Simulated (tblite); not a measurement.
# C5H13GePS: the cost of one run

Computed with tblite 0.8.0 and PySCF 2.14.0, with density-fitted response routines of our own, on a single molecule in the gas phase. Atoms count from 0, in the outputs and in this text.

### Step 1. The starting structure

21 atoms, charge 0, multiplicity 1; geometry from: force field or distance geometry start.

Bonds of the start (Å): C0–C1 1.49, C1–C2 1.52, C2–C3 1.48, C3–C4 1.49, C4–S5 1.83, S5–Ge6 2.21, Ge6–P7 2.25, Ge6–C3 1.91, C0–H8 1.10, C0–H9 1.11, C0–H10 1.13, C1–H11 1.13, C1–H12 1.13, C2–H13 1.12, C2–H14 1.10, C3–H15 1.15, C4–H16 1.13, C4–H17 1.09, Ge6–H18 1.54, P7–H19 1.47, P7–H20 1.47.

### Step 2. Relaxing the molecule with GFN2-xTB

What the job is given:

```
{"job": {"kind": "relax", "xc": "GFN2-xTB", "basis": "xTB"}, "charge": 0, "multiplicity": 1}
C     -3.048300     0.170400    -0.414400
C     -1.812600    -0.196300     0.329400
C     -0.649400     0.760700     0.112300
C      0.490600     0.260600     0.911100
C      1.763900     1.035000     0.873200
S      2.626700    -0.235400     1.859400
Ge     1.451500    -1.273200     0.296400
P      2.538800    -1.148800    -1.673800
H     -2.884200     0.808200    -1.293200
H     -3.599500    -0.768500    -0.649500
H     -3.747500     0.711700     0.293100
H     -1.506200    -1.267600     0.144800
H     -2.058700    -0.139100     1.434800
H     -0.941400     1.803300     0.385900
H     -0.424100     0.743200    -0.969300
H      0.137100     0.159100     2.001200
H      2.256300     1.078500    -0.143300
H      1.710800     2.003300     1.375600
H      0.860800    -2.641400     0.687900
H      3.708700    -2.039400    -1.576500
H      3.117800     0.192800    -1.830700
```

Command:

```
OMP_NUM_THREADS=1 python probes_run.py task.json out
```

One launch serves the whole session: the jobs run in the order shown.

Q: Estimate the wall time of this first job on 1 thread of Arm Neoverse N1, shared host.

About 3 s.
